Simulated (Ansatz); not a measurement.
# HC18F: the cost of one run

Program: Ansatz 0.2.0. Level of theory: DFT PBE+D3(BJ), plane waves, PAW, scalar-relativistic, no spin polarisation. These are calculated values, not measurements.

**1. The starting structure**

The cell holds 20 atoms (C18HF): a = 7.398 Å, b = 7.398 Å, c = 11.000 Å, α = 90.00°, β = 90.00°, γ = 120.00°.

The coordinates stand in the first input below.

**2. Relaxing end A**

Input file input.yaml:

```yaml
crystal:
  lattice:
    - [7.398, 0.0, 0.0]
    - [-3.699, 6.406856, 0.0]
    - [0.0, 0.0, 11.0]
  atoms:
    - { symbol: C, position: [0.0, 0.0, 0.0909091] }
    - { symbol: C, position: [0.2222222, 0.1111111, 0.0909091] }
    - { symbol: C, position: [0.0, 0.3333333, 0.0909091] }
    - { symbol: C, position: [0.2222222, 0.4444444, 0.0909091] }
    - { symbol: C, position: [0.0, 0.6666667, 0.0909091] }
    - { symbol: C, position: [0.2222222, 0.7777778, 0.0909091] }
    - { symbol: C, position: [0.3333333, 0.0, 0.0909091] }
    - { symbol: C, position: [0.5555556, 0.1111111, 0.0909091] }
    - { symbol: C, position: [0.3333333, 0.3333333, 0.0909091] }
    - { symbol: C, position: [0.5555556, 0.4444444, 0.0909091] }
    - { symbol: C, position: [0.3333333, 0.6666667, 0.0909091] }
    - { symbol: C, position: [0.5555556, 0.7777778, 0.0909091] }
    - { symbol: C, position: [0.6666667, 0.0, 0.0909091] }
    - { symbol: C, position: [0.8888889, 0.1111111, 0.0909091] }
    - { symbol: C, position: [0.6666667, 0.3333333, 0.0909091] }
    - { symbol: C, position: [0.8888889, 0.4444444, 0.0909091] }
    - { symbol: C, position: [0.6666667, 0.6666667, 0.0909091] }
    - { symbol: C, position: [0.8888889, 0.7777778, 0.0909091] }
    - { symbol: F, position: [0.3222406, 0.6601715, 0.2645455] }
    - { symbol: H, position: [0.2050459, 0.655427, 0.3009091] }
basis:
  ecutwfc: 420.0
kpoints:
  mp_grid: { grid: [2, 2, 1] }
hamiltonian:
  xc: pbe
  dispersion: d3bj
scf:
  occupations: { method: gaussian, width: 0.02 }
  lower_state_search: "off"
relax:
  f_tol: 0.03
  max_steps: 60
  adjacent_minimum: "off"
output:
  write_density: true
  write_potential: true
  elf: true
  volumetric_format: npy
```

On the command line:

```
> ansatz run input.yaml --threads 1 --pin off --max-ram 3072MiB --backend cpu --events-out ev --progress --plain --runs-dir out
```

**Question.** How long does this run take on 1 thread of AMD EPYC 7B13 (Zen 3), shared host, and how much memory does it need?

About 2.6 min, with a peak of 0.71 GiB.
